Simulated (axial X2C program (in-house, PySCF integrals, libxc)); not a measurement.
# CuF: properties at the nuclei

Aim: properties at the nuclei of CuF, with spin–orbit coupling in the Hamiltonian from the start.

Program: an in-house X2C program for linear molecules on PySCF integrals. Level of theory: two-component X2C with atomic mean-field terms, Cu dyall-acv3z, F dyall-av3z. These are calculated values, not measurements.

**1. Input**

Contents of task.json:

```json
{
 "zs": [
  29,
  9
 ],
 "q": 0,
 "bas": [
  "dyall-acv3z",
  "dyall-av3z"
 ],
 "r0": 1.76,
 "levels": [
  "PBE0",
  "HF",
  "B3LYP"
 ],
 "nst": 1,
 "ff": 1,
 "thr": -3.5,
 "nmax": 130,
 "opt": {
  "ecut": 60
 }
}
```

Keys: zs atomic numbers; q charge; bas basis sets; r0 starting distance in Å; levels methods (HF also brings MP2); nst determinants followed; ff finite-field run; thr threshold in hartree for freezing inner shells (an s shell follows its p shell); nmax most natural virtual spinors; ecut virtual cutoff in hartree.

Launch:

```bash
python soeom.py task.json out
```

After this run come: Expectation values, lowest determinant; Finite-field coupled cluster.

What does the calculation give? Wanted: lowest determinant; qzz Cu; qzz F; μ (for each run or level that gives them).

**Answer**, as computed:

| quantity | value |
| --- | --- |
| lowest determinant | Ω = 0 (closed shell) |
| qzz Cu (a.u.), PBE0 | 0.17 |
| qzz F (a.u.), PBE0 | 1.49 |
| μ (D), PBE0 | -5.01 |
| qzz Cu (a.u.), CCSD(T) | -0.53 |
| qzz F (a.u.), CCSD(T) | 1.19 |
| μ (D), CCSD(T) | -5.36 |

What this shows: The expectation values come from single determinants, which for open shells can mix terms of unlike spin or miss the lowest Ω, so a determinant need not be a state. qzz is the electric field gradient, eQq0 = 234.96 MHz × Q/barn × qzz; μ is positive if F is the positive end. The operators were transformed with the bare-nucleus X2C matrices. Correlation of the inner shells is missing, which matters for properties at the nucleus.
